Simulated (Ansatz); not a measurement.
The system is CsLiCr2Te2S3.

```xyz
9
Lattice="3.6036 0.0000 0.0000 -1.8018 3.1208 0.0000 0.0000 0.0000 19.0665" Properties=species:S:1:pos:R:3 pbc="T T T"
Cs    0.0000    0.0000    7.1307
Li    1.8018    1.0403    0.3064
Cr    0.0000    0.0000   16.5187
Cr    0.0000    2.0805    3.2095
Te    0.0000    2.0805   10.2751
Te    1.8018    1.0403   14.7338
S     0.0000    0.0000    1.9124
S     0.0000    2.0805   17.7166
S     1.8018    1.0403    4.4631
```

The cell was built by a generator and needn't be a form met in nature.

Base run:

| Property | Result |
| --- | --- |
| Program | Ansatz 0.2.0 |
| Functional | PBE |
| Potentials or basis | Ansatz PAW |
| Cutoff | 420 eV (not typed: the program's choice for these potentials) |
| k mesh | 9 × 9 × 2 |
| Occupations | fermi-dirac, width 0.05 eV |
| Spin | collinear spin, ferromagnetic start |
| Starting moments | [0.0, 0.0, 3.0, 3.0, 0.0, 0.0, 0.0, 0.0, 0.0] μB |

Its results: band gap on the k mesh none (metal or under the smearing width); pressure 0.0 GPa; net moment 5.64 μB per cell; site moments Cs +0.00; Li -0.01; Cr +2.58, +2.74; Te -0.01, -0.15; S -0.05, -0.06 μB; largest force 0.033 eV/Å.

Q: The run is repeated on the same cell with these changes: hubbard terms from none to Cr d U = 2 eV; hubbard projectors from none to ortho-atomic (the default). What comes out?

A: Band gap on the k mesh none (metal or under the smearing width); pressure 1.3 GPa; net moment 5.93 μB per cell; site moments Cs -0.00; Li -0.01; Cr +2.90, +2.88; Te -0.01, -0.16; S -0.10, -0.11 μB; largest force 0.399 eV/Å.

Caveats: only a ferromagnetic start was run, and an antiferromagnetic order may lie lower in energy; the magnetic or orbital state may not be the lowest (some runs); the density of states is complete only up to the lowest level of the last band computed (some runs).
